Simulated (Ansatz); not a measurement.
# C2H6AlIO, SMILES [CH3][Al]([I])[CH2]O: a geometry optimisation

Computed with Ansatz 0.2.0, Python API.

Input file `c2h6alio.xyz`:
```text
11

C    -1.09430   -1.26460    0.79830
Al    0.57370   -0.24060    0.59050
I     2.56490   -0.85940    2.05910
C     0.81500    1.23820   -0.76130
O    -0.47200    1.40580   -1.44550
H    -1.40020   -1.69060   -0.17790
H    -1.91770   -0.50380    1.07040
H    -1.00160   -1.97440    1.57010
H     1.00860    2.17930   -0.17950
H     1.55760    0.99160   -1.45410
H    -0.56860    0.66150   -2.04950
```

Typed at the interpreter:
```pycon
>>> import warnings
>>> import ansatz as az
>>> import numpy as np
>>> warnings.simplefilter('ignore', az.DeckWarning)
>>> geometry = az.Crystal.molecule_from_extxyz('c2h6alio.xyz')
>>> model = geometry.calculation().basis(gaussian='def2-SVP').functional('cam_b3lyp')
>>> symbols = [site.symbol for site in geometry.cartesian_sites]
>>> start = np.array([site.position_ang for site in geometry.cartesian_sites], dtype=float)
>>> rep = model.relax(force_tolerance=0.01).run(threads=1, pin='off').report

>>> end = np.array(rep['positions_ang'])
>>> for key in ('converged', 'free_energy_ev', 'reference_energy_ev', 'n_frozen', 'n_occupied', 'n_virtual'):
...     print(f'{key:22s} {rep[key]}')
...
converged              True
free_energy_ev         -18910.924921912792
reference_energy_ev    -18910.924921912792
n_frozen               0
n_occupied             [32, 32]
n_virtual              [84, 84]
>>> print('final positions (A) and the move of each atom')
final positions (A) and the move of each atom
>>> for symbol, xyz, old in zip(symbols, end, start):
...     print(f'{symbol:2s} {xyz[0]:10.5f} {xyz[1]:10.5f} {xyz[2]:10.5f}   {np.linalg.norm(xyz - old):7.4f}')
...
C    -1.08699   -1.27550    0.77862    0.0237
Al    0.56424   -0.27862    0.54749    0.0582
I     2.55992   -0.89516    1.90987    0.1535
C     0.78424    1.20060   -0.74049    0.0528
O    -0.46761    1.62689   -1.27840    0.2772
H    -1.04716   -2.21590    0.20210    0.7382
H    -1.95618   -0.70284    0.41942    0.6818
H    -1.26134   -1.55486    1.82880    0.5571
H     1.20140    2.06278   -0.19098    0.2256
H     1.53472    1.00099   -1.53147    0.0812
H    -0.75984    0.97462   -1.92435    0.3877
>>> charges = rep['charge_distribution']
>>> print('dipole moment', round(4.803205 * float(np.linalg.norm(charges['dipole_moment_e_ang'])), 3), 'D')
dipole moment 2.109 D
>>> print('Mulliken:', [(s, round(q, 3)) for s, q in zip(symbols, charges['mulliken_charges_e'])])
Mulliken: [('C', -0.337), ('Al', 0.63), ('I', -0.298), ('C', -0.091), ('O', -0.323), ('H', 0.052), ('H', 0.056), ('H', 0.061), ('H', 0.046), ('H', 0.032), ('H', 0.171)]
```

Reading the output:
- Total energies depend on the basis set; only differences at equal settings carry meaning.
- The end point is the stationary point reached from this start; no frequency run checks that it is a minimum, and the basis set is modest.
- def2 sets replace the cores of elements past krypton by effective core potentials.
- Finished in 6.3 min on 1 thread of Arm Neoverse V1, on a shared host, peak memory 0.43 GiB.

(Lines on the test bed's own set-up are left out of the output.)
